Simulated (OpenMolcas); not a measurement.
# A workflow on F

Aim: a series of 9 runs (ROHF/cc-pVTZ, CASSCF(7,4)/cc-pVTZ, CASPT2(7,4)/cc-pVTZ, CASPT2[IPEA 0](7,4)/cc-pVTZ, SC-NEVPT2(7,4)/cc-pVTZ, PC-NEVPT2(7,4)/cc-pVTZ, MC-PDFT[tPBE](7,4)/cc-pVTZ, MC-PDFT[ftPBE](7,4)/cc-pVTZ, and more) of F. 

Program for the calculation: OpenMolcas 26.06.

## Step 1: The energy at ROHF/cc-pVTZ (run 1)

Contents of step1.inp:

```
* F Hartree-Fock
>>> EXPORT MOLCAS_PRINT=2
&GATEWAY
BasLib=$CurrDir
Coord
1
angstrom
F        0.000000       0.000000       0.000000
Basis=cc-pVTZ
Group=NoSym
&SEWARD
&SCF
UHF
Spin=2
PrOrbitals=1 2
&RASSCF
FileOrb=$Project.UnaOrb
Spin=2
Nactel=1 0 0
Inactive=4
Ras2=1
OutOrbitals=Canonical
OrbListing=Few
```

The basis set cc-pVTZ is read from a file made from the Basis Set Exchange's data (not shown).

Run with:

```sh
export MOLCAS_MEM=1860
pymolcas step1.inp > step1.log
```

Output, shortened:

```text
--- Start Module: gateway ---
[...]
--- Stop Module: gateway /rc=_RC_ALL_IS_WELL_ ---
[...]
      Basis functions           30
[...]
--- Start Module: scf ---
[...]
       Convergence after   9 Iterations
[...]
::    Total SCF energy                                -99.4055248597
[...]
      Total spin, S                                     0.5017057916
[...]
--- Stop Module: scf /rc=_RC_ALL_IS_WELL_ ---
--- Start Module: rasscf ---
[...]
      Number of active orbitals                  1
[...]
      Spin quantum number                      0.5
[...]
      Active orbitals                            1
[...]
      Number of CSFs                             1
[...]
      Number of root(s) required                 1
[...]
      Convergence after  6 iterations
[...]
      printout of CI-coefficients larger than  0.05 for root  1
      energy=     -99.400935
      conf/sym  1     Coeff  Weight
             1  u   1.00000 1.00000
      Natural orbitals and occupation numbers for root  1
      sym 1:   1.000000
      ************************************************************************************************************************
      *                                                    Final results                                                     *
[...]
::    RASSCF root number  1 Total energy:    -99.40093527
[...]
      Total electronic charge=    9.000000
      Total            charge=   -0.000000
[...]
      Dipole Moment (debye):
      Origin of the operator (angstrom)=    0.0000    0.0000    0.0000
                   X= -3.2431E-16               Y=  2.8782E-17               Z=  3.4847E-16           Total=  4.7690E-16
      Quadrupole Moment (debye*angstrom):
[...]
--- Stop Module: rasscf /rc=_RC_ALL_IS_WELL_ ---
[...]
```

Run time: 3.3 s. Hardware: 1 thread of Intel Xeon Platinum 8259CL at 2.50GHz (Skylake/Cascade Lake), shared host; peak memory 0.37 GiB.

## Step 2: The F atom: the energy at CASSCF(7,4)/cc-pVTZ (run 2)

Contents of step2.input:

```
>>> EXPORT MOLCAS_PRINT=2

&gateway
  baslib
  $CurrDir
  coord
  1
  angstrom
  F        0.000000       0.000000       0.000000
  basis
  cc-pVTZ
  group
  NoSym

&seward

&rasscf
  fileorb
  $CurrDir/step1.RasOrb
  spin
  2
  nactel
  7 0 0
  inactive
  1
  ras2
  4
  orblisting
  Few
  orbappear
  Compact
```

The basis set cc-pVTZ is read from a file made from the Basis Set Exchange's data (not shown).

Run the same way, it converges to -99.40094 Eh (log not shown).

Runs 3 to 8 aren't shown in full; the table further down has their settings and results.

## Step 3: The F atom: the energy at MRCI(7,4)/cc-pVTZ (run 9)

Contents of step9.inp:

```
* F MRCI
>>> EXPORT MOLCAS_PRINT=2
&GATEWAY
BasLib = $CurrDir
Coord
1
angstrom
F        0.000000       0.000000       0.000000
Basis = cc-pVTZ
Group = NoSym
&SEWARD
&RASSCF
FileOrb = $CurrDir/step2.RasOrb
Spin = 2
Nactel = 7 0 0
Inactive = 1
Ras2 = 4
OrbListing = Few
OrbAppear = Compact
&MOTRA
LumOrb
Frozen = 1
&GUGA
Electrons = 7
Spin = 2
Inactive = 0
Active = 4
CIAll = 1
&MRCI
SDCI
```

The basis set cc-pVTZ is read from a file made from the Basis Set Exchange's data (not shown).

Run with:

```sh
export MOLCAS_MEM=1860
pymolcas step9.inp > step9.log
```

Output, shortened:

```text
--- Start Module: gateway ---
[...]
--- Stop Module: gateway /rc=_RC_ALL_IS_WELL_ ---
[...]
      Basis functions           30
[...]
      Number of active orbitals                  4
[...]
      Spin quantum number                      0.5
[...]
      Active orbitals                            4
[...]
      Number of CSFs                             4
[...]
      Number of root(s) required                 1
[...]
 ###    WARNING: Problems in orbital optimization.                           ###
 ###############################################################################
  Warning: In symmetry  1, orbital p=   2 has diagonal density matrix element D(p,p) close to two. (2 - D(p,p))=  0.000000E+00
[...]
      Convergence after  4 iterations
[...]
      printout of CI-coefficients larger than  0.05 for root  1
      energy=     -99.400935
      conf/sym  1111     Coeff  Weight
             1  222u   1.00000 1.00000
      Natural orbitals and occupation numbers for root  1
      sym 1:   2.000000   2.000000   2.000000   1.000000
      ************************************************************************************************************************
      *                                                    Final results                                                     *
[...]
::    RASSCF root number  1 Total energy:    -99.40093527
[...]
      Dipole Moment (debye):
      Origin of the operator (angstrom)=    0.0000    0.0000    0.0000
                   X= -3.2430E-16               Y=  2.8782E-17               Z=  3.4847E-16           Total=  4.7690E-16
      Quadrupole Moment (debye*angstrom):
[...]
      *** WARNING: Default frozen orbitals is overwritten by user input.
      *** Default values:   1
[...]
--- Start Module: guga ---
[...]
--- Stop Module: guga /rc=_RC_ALL_IS_WELL_ ---
--- Start Module: mrci ---
[...]
       (But an ACPF correction will be computed)
       USE THE DEFAULT ACPF G-VALUE GFAC=  0.28571428571428570
[...]
                      CI ENERGY:   -99.61238739
[...]
                ACPF CORRECTION:    -0.00526091
[...]
      Total electronic charge=    9.000000
      Total            charge=    0.000000
[...]
     ACPF CORRECTION:     -0.00526091
[...]
  CI State   1     Total energy:    -99.61238739     QDav:     -0.00743931     QACPF:     -0.00526091
[...]
--- Stop Module: mrci /rc=_RC_ALL_IS_WELL_ ---
[...]
```

Wall time 3.9 s (1 thread of Intel Xeon Platinum 8259CL at 2.50GHz (Skylake/Cascade Lake), shared host); peak memory 0.37 GiB.

## Step 4: The series

| run | level | active rule | inactive | energy (Eh) | dipole moment (D) of the reference | wall time |
| --- | --- | --- | --- | --- | --- | --- |
| 1 | ROHF/cc-pVTZ | – | – | -99.400935 | 0.00 | 3.3 s |
| 2 | CASSCF(7,4)/cc-pVTZ | full valence | 1 | -99.400935 | 0.00 | 2.1 s |
| 3 | CASPT2(7,4)/cc-pVTZ | full valence | 1 | -99.608579 | 0.00 | 3.9 s |
| 4 | CASPT2[IPEA 0](7,4)/cc-pVTZ | full valence | 1 | -99.610948 | 0.00 | 4.2 s |
| 5 | SC-NEVPT2(7,4)/cc-pVTZ | full valence | 1 | -99.585731 | 0.00 | 2.8 s |
| 6 | PC-NEVPT2(7,4)/cc-pVTZ | full valence | 1 | -99.586100 | 0.00 | 2.9 s |
| 7 | MC-PDFT[tPBE](7,4)/cc-pVTZ | full valence | 1 | -99.646756 | 0.00 | 2.5 s |
| 8 | MC-PDFT[ftPBE](7,4)/cc-pVTZ | full valence | 1 | -99.677642 | 0.00 | 2.5 s |
| 9 | MRCI(7,4)/cc-pVTZ | full valence | 1 | -99.612387 | 0.00 | 3.9 s |

## Step 5: Summary of results

| quantity | value |
| --- | --- |
| F atom, run 9: total energy | -99.61239 Eh |
| F atom, run 9: dipole moment (CASSCF density) | 0.00 D |

What this shows: Below the ROHF energy at the same shape and in the same basis (cc-pVTZ): CASSCF(7,4) +0.0 mEh; CASPT2(7,4) -207.6 mEh; CASPT2[IPEA 0](7,4) -210.0 mEh; SC-NEVPT2(7,4) -184.8 mEh; PC-NEVPT2(7,4) -185.2 mEh; MRCI(7,4) -211.5 mEh. Active-space methods hold only the correlation inside their space unless a perturbation or CI step follows. All runs together took 28 s, the longest 4.2 s.
